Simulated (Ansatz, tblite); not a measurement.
# GeIH3 (GeH₃I): rung by rung

How do method and basis change the picture of GeIH3 (GeH₃I) (singlet)?

Program: Ansatz 0.2.0, Gaussian basis. Level of theory: as each input shows. These are calculated values, not measurements.

The runs, in order: GFN1-xTB, GFN2-xTB, PBE-D4/def2-TZVP, r2SCAN-D4/def2-TZVP, r2SCAN0-D4/def2-TZVP, B97M-V/def2-TZVP, BLYP-D4/def2-TZVP, B2PLYP/def2-TZVP, ωB97X-V/def2-TZVP, ωB97M-V/def2-TZVP, PBE-QIDH/def2-TZVP, PBE-D4/def2-SVP, PBE0-D4/def2-SVP, PBE0-D4/def2-TZVPD, PBE-D4/def2-TZVPD, r2SCAN-D4/def2-TZVPD, CCSD(T)/def2-TZVPP, MP2/def2-TZVP, RPA/def2-TZVP, CCSD(T)/def2-TZVPD.

### 1 The structure

The geometry is that of the singlet, from an earlier relaxation (PBE0-D4/def2-TZVP).

5 atoms, charge 0, spin multiplicity 1.

Bond lengths: Ge1–I2 2.514 Å, Ge1–H3 1.532 Å, Ge1–H4 1.532 Å, Ge1–H5 1.532 Å. Angles: I2–Ge1–H3 107.5°, I2–Ge1–H4 107.5°, I2–Ge1–H5 107.5°, H3–Ge1–H4 111.3°, H3–Ge1–H5 111.3°, H4–Ge1–H5 111.3°.

I takes a core potential in the def2 sets. No spin-orbit coupling is included.

PBE0-D4/def2-TZVP was run before; its log isn't repeated, and its numbers join the tables.

### 2 GFN1-xTB

Tight binding, by tblite at 300 K electronic temperature and without a spin-polarisation term:

```python
tblite.interface.Calculator('GFN1-xTB', numbers, positions, charge=0, uhf=0).singlepoint()
```

Energy -198.8269 eV, HOMO -12.29 eV, LUMO -5.85 eV; 0.005 s.

### 3 GFN2-xTB

Tight binding, by tblite at 300 K electronic temperature and without a spin-polarisation term:

```python
tblite.interface.Calculator('GFN2-xTB', numbers, positions, charge=0, uhf=0).singlepoint()
```

Energy -198.9925 eV, HOMO -11.59 eV, LUMO -5.59 eV; 0.002 s.

### 4 PBE-D4/def2-TZVP

start.molden holds the orbitals of an earlier run on this state, given as this run's starting guess.

Input file in.yaml:

```yaml
crystal:
  periodic: [false, false, false]
  atoms:
    - {symbol: Ge, position_ang: [-0.001323, 0.002063, -0.225810]}
    - {symbol: I, position_ang: [0.013448, -0.020898, 2.288167]}
    - {symbol: H, position_ang: [1.456641, 0.011096, -0.696028]}
    - {symbol: H, position_ang: [-0.738486, 1.268834, -0.671594]}
    - {symbol: H, position_ang: [-0.730280, -1.261095, -0.694735]}
basis:
  gaussian: {orbitals: def2-TZVP, initial_orbitals: start.molden}
hamiltonian: {xc: pbe, dispersion: d4}
scf: {omitted_lower_state_checks: [starts]}
output: {forces: true, orbitals: {seedname: orbitals}}
```

Started as:

```sh
$ ansatz run in.yaml --threads 4 --pin off --events-out ev --progress --plain --max-ram 3916MiB
```

The runs that follow: r2SCAN-D4/def2-TZVP; r2SCAN0-D4/def2-TZVP; B97M-V/def2-TZVP; BLYP-D4/def2-TZVP; B2PLYP/def2-TZVP; ωB97X-V/def2-TZVP; ωB97M-V/def2-TZVP; PBE-QIDH/def2-TZVP; PBE-D4/def2-SVP; PBE0-D4/def2-SVP; PBE0-D4/def2-TZVPD; PBE-D4/def2-TZVPD; r2SCAN-D4/def2-TZVPD; CCSD(T)/def2-TZVPP; MP2/def2-TZVP; RPA/def2-TZVP; CCSD(T)/def2-TZVPD.

**Question.** What will the summary of the whole plan be? Wanted: gap in def2-TZVP, named functionals, smallest and largest; correlation energy, CCSD(T)/def2-TZVPP; correlation energy, MP2/def2-TZVP; correlation energy, CCSD(T)/def2-TZVPD; binding an atom, CCSD(T)/def2-TZVPP; PBE0 total energy, smallest basis above largest.

As calculated:

| quantity | value |
| --- | --- |
| gap in def2-TZVP, named functionals, smallest and largest | 4.44 eV (BLYP-D4), 10.79 eV (ωB97X-V) |
| correlation energy, CCSD(T)/def2-TZVPP | -20.78 eV |
| correlation energy, MP2/def2-TZVP | -20.41 eV |
| correlation energy, CCSD(T)/def2-TZVPD | -20.66 eV |
| binding an atom, CCSD(T)/def2-TZVPP | 2.424 eV |
| PBE0 total energy, smallest basis above largest | 7.43 eV (def2-SVP, def2-TZVPD) |

In words: Over the named functionals in def2-TZVP the gap runs from 4.44 eV (BLYP-D4) to 10.79 eV (ωB97X-V); exact exchange widens it. The functionals in def2-TZVP miss CCSD(T)/def2-TZVPP by -0.044 (BLYP-D4) to +0.046 eV (B97M-V) an atom. The reference is CCSD(T) in one finite basis, so it carries an error of its own, often a tenth of an eV or more, and near misses can't be ranked.
